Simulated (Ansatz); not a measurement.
**CH₃F₂NSi: how energies converge with the basis set**

An exercise on one series of results from a longer session: the logs are not shown, and one member is left open.

The runs use Ansatz 0.2.0, Gaussian basis; one geometry, several basis sets.

The runs, in order: PBE0-D4/def2-SVP; ωB97M-V/def2-SVP; PBE0-D4/def2-QZVPP; ωB97M-V/def2-QZVPP; the functionals' def2-TZVPP values are taken from earlier runs.

### The geometry

The geometry comes from an earlier relaxation with PBE0-D4 in a triple-zeta def2 set; it is a stationary point, not always the lowest conformer.

SMILES `FC1(F)N[SiH2]1`, 8 atoms, charge 0, spin multiplicity 1.

Atoms are counted from 1 here; the program's logs count them from 0.

Bond lengths: F1–C2 1.360 Å, C2–F3 1.357 Å, C2–N4 1.390 Å, C2–Si5 1.856 Å, N4–Si5 1.706 Å, N4–H6 1.007 Å, Si5–H7 1.480 Å, Si5–H8 1.481 Å. Angles: F1–C2–F3 105.3°, F1–C2–N4 116.6°, F1–C2–Si5 123.4°, F3–C2–N4 116.7°, F3–C2–Si5 126.6°, N4–C2–Si5 61.4°, C2–N4–Si5 72.9°, C2–N4–H6 128.9°, Si5–N4–H6 154.8°, C2–Si5–N4 45.7°, C2–Si5–H7 123.9°, C2–Si5–H8 120.8°, N4–Si5–H7 118.2°, N4–Si5–H8 119.7°, H7–Si5–H8 112.3°.

As a file:

```xyz
8
charge 0, multiplicity 1
F     0.09957   -0.74955    1.83045
C     0.53654   -0.31509    0.61807
F     1.88537   -0.45760    0.65154
N     0.04807    0.91127    0.18359
Si   -0.53408   -0.27282   -0.89731
H     0.01954    1.79089    0.67373
H    -0.00845   -0.27530   -2.28125
H    -1.95436   -0.68892   -0.83472
```

Set-up of the first run:

in.yaml

```yaml
crystal:
  periodic: [false, false, false]
  atoms:
    - {symbol: F, position_ang: [0.099566, -0.749549, 1.830455]}
    - {symbol: C, position_ang: [0.536538, -0.315086, 0.618068]}
    - {symbol: F, position_ang: [1.885368, -0.457599, 0.651537]}
    - {symbol: N, position_ang: [0.048075, 0.911272, 0.183593]}
    - {symbol: Si, position_ang: [-0.534076, -0.272819, -0.897314]}
    - {symbol: H, position_ang: [0.019537, 1.790895, 0.673726]}
    - {symbol: H, position_ang: [-0.008449, -0.275298, -2.281249]}
    - {symbol: H, position_ang: [-1.954358, -0.688915, -0.834716]}
basis:
  gaussian: {orbitals: def2-SVP}
hamiltonian: {xc: pbe0, dispersion: d4}
output: {orbitals: {seedname: orbitals}}
```

Command:

```
> ansatz run in.yaml --threads 2 --pin off --events-out ev --progress --plain --max-ram 4352MiB
```

Among the steps run: PBE0-D4 in def2-SVP; ωB97M-V in def2-SVP; PBE0-D4 in def2-QZVPP; ωB97M-V in def2-QZVPP.

One table of the session follows, with a row left open; its other results are not shown here.

It belongs to the step «Density functionals: the series». 

| functional | basis | HOMO (eV) |
| --- | --- | --- |
| PBE0-D4 | def2-SVP | -7.86 |
| PBE0-D4 | def2-TZVPP | -7.96 |
| PBE0-D4 | def2-QZVPP | -8.00 |
| ωB97M-V | def2-SVP | -10.07 |
| ωB97M-V | def2-TZVPP | ? |
| ωB97M-V | def2-QZVPP | -10.24 |

Estimate the missing values for ωB97M-V, def2-TZVPP.

**Answer.** HOMO (eV): -10.20. In the column «HOMO (eV)» it lies between ωB97M-V, def2-QZVPP (-10.24) and ωB97M-V, def2-SVP (-10.07).
